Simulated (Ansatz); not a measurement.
C, space group Cmmm, a band structure

Program: the Ansatz DFT code, driven from Python.

Script `c.py`:
```python
# -*- coding: utf-8 -*-
"""Band structure of C."""

from dataclasses import dataclass

import ansatz as az
import matplotlib.pyplot as plt
import numpy as np
from pymatgen.analysis.ewald import EwaldSummation
from pymatgen.core import Structure


@dataclass
class Options:
    functional: str = "pbesol"
    kmesh: tuple[int, ...] = (7, 7, 10)
    smearing: str = "fermi_dirac"
    sigma: float = 0.1
    extra_bands: int = 10


opts = Options()

lattice = az.Lattice.of(
    (2.11521, -4.35931, 0.0),
    (2.11521, 4.35931, 0.0),
    (0.0, 0.0, 2.4996),
)
sites = [
    ("C", (0.64822, 0.98139, 0.0)),
    ("C", (0.35178, 0.01861, 0.0)),
    ("C", (0.01861, 0.35178, 0.0)),
    ("C", (0.98139, 0.64822, 0.0)),
    ("C", (0.40473, 0.22637, 0.5)),
    ("C", (0.59527, 0.77363, 0.5)),
    ("C", (0.77363, 0.59527, 0.5)),
    ("C", (0.22637, 0.40473, 0.5)),
]
structure = az.Crystal(lattice=lattice)
for symbol, position in sites:
    structure = structure.atom(symbol, position)

# high-symmetry points in fractions of the reciprocal vectors
path = [
    ("G", (0.0, 0.0, 0.0)),
    ("S", (0.0, 0.5, 0.0)),
    ("R", (0.0, 0.5, 0.5)),
    ("Z", (0.0, 0.0, 0.5)),
    ("T", (-0.5, 0.5, 0.5)),
]
model = (
    structure.calculation()
    .functional(opts.functional)
    .basis(34 * az.Ry)
    .kpoints(*opts.kmesh)
    .occupations(opts.smearing, width=opts.sigma)
    .band_structure([point for _, point in path], intervals=4)
    .scf(extra_bands=opts.extra_bands)
)
session = model.session()
planned = session.plan(threads=1)
out = planned.execute()
report = out.report

energy = report["free_energy_ev"]
print("F of the C cell: {:.6f} eV = {:.6f} Ry = {:.6f} Ha".format(energy, energy / 13.605693, energy / 27.211386))
print("Fermi level {:.4f} eV, {} k-points, {} symmetry operations".format(report["fermi_energy_ev"], report["n_kpoints"], report["n_symmetry_ops"]))

final = Structure(out.lattice.cell_ang, [s.symbol for s in out.lattice.sites], [s.position_frac for s in out.lattice.sites])
# check the ion-ion term with an independent Ewald sum
ions = final.copy()
ions.add_oxidation_state_by_site([report["n_electrons"] / len(ions)] * len(ions))
print(f"Ewald sum by pymatgen {EwaldSummation(ions).total_energy:.4f} eV, by the run {report['components']['e_ewald']:.4f} eV")

bands = out.band_structure()
fermi = bands.fermi_energy_ev
print(f"zero of the bands: {fermi:.3f} eV, the Fermi level found on the SCF mesh")
reciprocal = 2 * np.pi * np.linalg.inv(out.lattice.cell_ang).T
steps = np.linalg.norm(np.diff(bands.kpoints_frac @ reciprocal, axis=0), axis=1)
distance = np.concatenate([[0], np.cumsum(steps)])
fig, ax = plt.subplots(figsize=(5, 4))
for channel, colour in zip(bands.channels, ("C0", "C3")):
    ax.plot(distance, channel.eigenvalues_ev - fermi, colour, lw=1)
ax.set_xticks(distance[::4], [label for label, _ in path])
ax.set(ylim=(-4, 4), ylabel="E - E_F (eV)", xlim=(0, distance[-1]))
ax.grid(axis="x")
fig.savefig("bands.png", dpi=100)
first = bands.channels[0].eigenvalues_ev - fermi
near = np.argsort(np.abs(first.mean(axis=0)))[:4]
for band in sorted(near):
    print(f"band {band + 1}: {first[:, band].min():.3f} to {first[:, band].max():.3f} eV")
```

```console
$ python c.py
F of the C cell: -1972.284248 eV = -144.960220 Ry = -72.480110 Ha
Fermi level 14.6835 eV, 96 k-points, 8 symmetry operations
Ewald sum by pymatgen -1366.6248 eV, by the run -1366.6248 eV
zero of the bands: 14.684 eV, the Fermi level found on the SCF mesh
band 16: -6.713 to -2.706 eV
band 17: 2.595 to 5.584 eV
band 18: 2.637 to 5.908 eV
band 19: 3.440 to 6.458 eV
```

What to keep in mind:
- Absolute energies stand on the zero of these potentials, so only differences at equal settings mean something. A total without «per atom» is that of the cell as typed.
- Only differences from the Fermi energy are physical; the zero of the scale is a convention.
- An opening on this mesh may only mean that it misses a point where bands touch.
- This isn't the structure that C takes at ambient conditions.
- Levels are Kohn-Sham eigenvalues on this mesh.
- By the engine's processor time: 5.7 s on 1 thread of Intel(R) Xeon(R) Processor @ 2.30GHz (shared host), peak memory 0.61 GiB.
